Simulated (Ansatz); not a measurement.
# TiO2: the cost of one run

Computed with Ansatz 0.2.0 (DFT r2SCAN, scalar-relativistic, plane waves, PAW, unless a step's input says otherwise).

### Step 1. The starting structure

The structure is tetragonal, space group I4_1/amd (No. 141). The conventional cell has a = 3.801 Å, b = 3.801 Å, c = 9.486 Å, α = 90.00°, β = 90.00°, γ = 90.00°. Ti (site symmetry -4m2) is surrounded by 6 O at 1.94 to 1.97 Å. Around O (site symmetry 2mm) lie 3 Ti at 1.94 to 1.97 Å.

Structure file:

```cif
data_structure
_symmetry_space_group_name_H-M 'P 1'
_symmetry_Int_Tables_number 1
_cell_length_a 5.4517
_cell_length_b 5.4517
_cell_length_c 5.4517
_cell_angle_alpha 139.172
_cell_angle_beta 139.214
_cell_angle_gamma 59.080
_cell_volume 68.53
loop_
_atom_site_label
_atom_site_type_symbol
_atom_site_fract_x
_atom_site_fract_y
_atom_site_fract_z
_atom_site_occupancy
Ti1 Ti 0.00000 0.00000 0.00000 1
Ti2 Ti 0.75000 0.25000 0.50000 1
O1 O 0.20810 0.20810 0.00000 1
O2 O 0.95810 0.45810 0.50000 1
O3 O 0.54190 0.04190 0.50000 1
O4 O 0.79190 0.79190 0.00000 1
```

### Step 2. Relaxing the atoms: TiO2, no spin

The input, input.yaml:

```yaml
crystal:
  lattice:
    - [-1.90156, 1.899668, 4.743028]
    - [1.90156, -1.899668, 4.743028]
    - [1.90156, 1.899668, -4.743028]
  atoms:
    - { symbol: Ti, position: [0.0, 0.0, 0.0] }
    - { symbol: Ti, position: [0.75, 0.25, 0.5] }
    - { symbol: O, position: [0.2081, 0.2081, 0.0] }
    - { symbol: O, position: [0.9581, 0.4581, 0.5] }
    - { symbol: O, position: [0.5419, 0.0419, 0.5] }
    - { symbol: O, position: [0.7919, 0.7919, 0.0] }
scf:
  occupations: { method: fixed }
output:
  forces: true
  stress: true
hamiltonian:
  xc: r2scan
kpoints:
  mp_grid: { grid: [7, 7, 7] }
relax:
  f_tol: 0.002
```

The run is started by

```bash
> ansatz run input.yaml --threads 8 --pin off --max-ram 16384MiB --backend cpu --events-out ev --progress --plain --runs-dir out
```

What time and memory should one allow on 8 threads of Arm Neoverse N1, shared host?

About 17 s, with a peak of 0.67 GiB.
